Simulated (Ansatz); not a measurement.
# TaN: the cost of one run

Method: DFT PBEsol+U (U_eff = 5 eV on Ta d), plane waves, PAW, no spin–orbit coupling unless a run says so, in Ansatz 0.2.0.

## Step 1: Starting point

Symmetry: P-62m, No. 189, hexagonal system. Conventional cell: a = 5.196 Å, b = 5.196 Å, c = 2.911 Å, α = 90.00°, β = 90.00°, γ = 120.00°. Ta (site symmetry -6) has 6 N at 2.16 Å as nearest neighbours. Ta (site symmetry -62m) is surrounded by 3 N at 2.04 Å. N (site symmetry m2m) is surrounded by 5 Ta at 2.04 to 2.16 Å.

As a file:

```xyz
6
Lattice="5.1960 0.0000 0.0000 -2.5980 4.4999 0.0000 0.0000 0.0000 2.9110" Properties=species:S:1:pos:R:3 pbc="T T T"
Ta    0.0000    2.9999    1.4555
Ta    2.5980    1.5000    1.4555
Ta    0.0000    0.0000    0.0000
N     2.0412    0.0000    0.0000
N     1.5774    2.7321    0.0000
N    -1.0206    1.7678    0.0000
```

Magnetic order typed: ferromagnetic.

## Step 2: From atoms, symmetry kept, no search

input.yaml reads:

```yaml
crystal:
  lattice:
    - [5.19600015, 0.0, 0.0]
    - [-2.59800008, 4.49986813, 0.0]
    - [0.0, 0.0, 2.9109996]
  atoms:
    - { symbol: Ta, position: [0.3333333333, 0.6666666667, 0.5], spin: 2.0 }
    - { symbol: Ta, position: [0.6666666667, 0.3333333333, 0.5], spin: 2.0 }
    - { symbol: Ta, position: [0.0, 0.0, 0.0], spin: 2.0 }
    - { symbol: "N", position: [0.39285, 0.0, 0.0] }
    - { symbol: "N", position: [0.60715, 0.60715, 0.0] }
    - { symbol: "N", position: [0.0, 0.39285, 0.0] }
basis:
  ecutwfc: 420
  ecutrho_ratio: 4
kpoints:
  mp_grid: { grid: [4, 4, 6] }
hamiltonian:
  xc: pbesol
  hubbard:
    sites:
      - { site: 0, l: d, u_eff: 5.0 }
      - { site: 1, l: d, u_eff: 5.0 }
      - { site: 2, l: d, u_eff: 5.0 }
scf:
  occupations: { method: gaussian, width: 0.05 }
  lower_state_search: "off"
  max_iter: 150
output:
  forces: true
  stress: true
  eigenvalues: true
  populations: true
  hubbard: { sites: [{ site: 0, l: d }, { site: 1, l: d }, { site: 2, l: d }] }
magnetization:
  spin_polarized: true
```

Run with:

```
$ ansatz run input.yaml --threads 4 --pin off --max-ram 6144MiB --backend cpu --events-out ev --progress --plain --runs-dir out
```

**Question.** How long does this run take on 4 threads of Arm Neoverse V1, shared host, and how much memory does it need?

About 6.9 s, with a peak of 0.39 GiB.
